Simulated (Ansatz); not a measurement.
# CH₃ClOS₂W: how energies converge with the basis set

An exercise on one series of results from a longer session: the logs are not shown, and one member is left open.

Program: Ansatz 0.2.0, Gaussian basis. Level of theory: one geometry, several basis sets. These are calculated values, not measurements.

Plan: PBE0-D4/def2-SVP; ωB97M-V/def2-SVP; PBE0-D4/def2-QZVPP; ωB97M-V/def2-QZVPP; the functionals' def2-TZVPP values are taken from earlier runs.

## The geometry

An earlier PBE0-D4 in a triple-zeta def2 set relaxation fixed the geometry. W takes the def2 core potential; no spin-orbit term is included.

9 atoms, charge 0, spin multiplicity 1.

Atoms are counted from 1 here; the program's logs count them from 0.

Bond lengths: C1–O2 1.404 Å, C1–H7 1.091 Å, C1–H8 1.093 Å, C1–H9 1.093 Å, O2–W3 1.829 Å, W3–S4 2.122 Å, W3–S5 2.122 Å, W3–Cl6 2.258 Å. Angles: O2–C1–H7 108.3°, O2–C1–H8 109.6°, O2–C1–H9 109.7°, H7–C1–H8 109.7°, H7–C1–H9 109.7°, H8–C1–H9 109.8°, C1–O2–W3 145.4°, O2–W3–S4 108.3°, O2–W3–S5 108.3°, O2–W3–Cl6 111.3°, S4–W3–S5 108.2°, S4–W3–Cl6 110.4°, S5–W3–Cl6 110.4°.

Geometry (Å):

```tsv
atom	x (Å)	y (Å)	z (Å)
C1	0.87084	-1.37809	-0.16518
O2	0.35755	-0.21900	0.43905
W3	-0.73855	1.22996	0.22917
S4	-2.67967	0.52918	-0.26260
S5	-0.01824	2.38065	-1.40142
Cl6	-0.80715	2.48366	2.10611
H7	1.52436	-1.87731	0.55195
H8	1.44174	-1.10546	-1.05615
H9	0.04911	-2.04358	-0.44093
```

Set-up of the first run:

in.yaml reads:

```yaml
crystal:
  periodic: [false, false, false]
  atoms:
    - {symbol: C, position_ang: [0.870845, -1.378087, -0.165178]}
    - {symbol: O, position_ang: [0.357552, -0.219004, 0.439047]}
    - {symbol: W, position_ang: [-0.738554, 1.229959, 0.229165]}
    - {symbol: S, position_ang: [-2.679671, 0.529176, -0.262595]}
    - {symbol: S, position_ang: [-0.018239, 2.380648, -1.401419]}
    - {symbol: Cl, position_ang: [-0.807151, 2.483662, 2.106111]}
    - {symbol: H, position_ang: [1.524363, -1.877306, 0.551953]}
    - {symbol: H, position_ang: [1.441743, -1.105460, -1.056151]}
    - {symbol: H, position_ang: [0.049113, -2.043578, -0.440932]}
basis:
  gaussian: {orbitals: def2-SVP}
hamiltonian: {xc: pbe0, dispersion: d4}
output: {orbitals: {seedname: orbitals}}
```

Started as:

```
> ansatz run in.yaml --threads 4 --pin off --events-out ev --progress --plain --max-ram 11315MiB
```

Steps of the session up to this table: PBE0-D4 in def2-SVP; ωB97M-V in def2-SVP; PBE0-D4 in def2-QZVPP; ωB97M-V in def2-QZVPP.

One table of the session follows, with a row left open; its other results are not shown here.

It belongs to the step «Functionals by basis». 

| functional | basis | HOMO (eV) | LUMO (eV) |
| --- | --- | --- | --- |
| PBE0-D4 | def2-SVP | -7.26 | -2.78 |
| PBE0-D4 | def2-TZVPP | ? | ? |
| PBE0-D4 | def2-QZVPP | -7.24 | -2.80 |
| ωB97M-V | def2-SVP | -9.18 | -0.74 |
| ωB97M-V | def2-TZVPP | -9.18 | -0.77 |
| ωB97M-V | def2-QZVPP | -9.20 | -0.83 |

Q: Estimate the row for PBE0-D4, def2-TZVPP from the others.

**Answer.** HOMO (eV): -7.22; LUMO (eV): -2.77. In the column «HOMO (eV)» it is the highest.
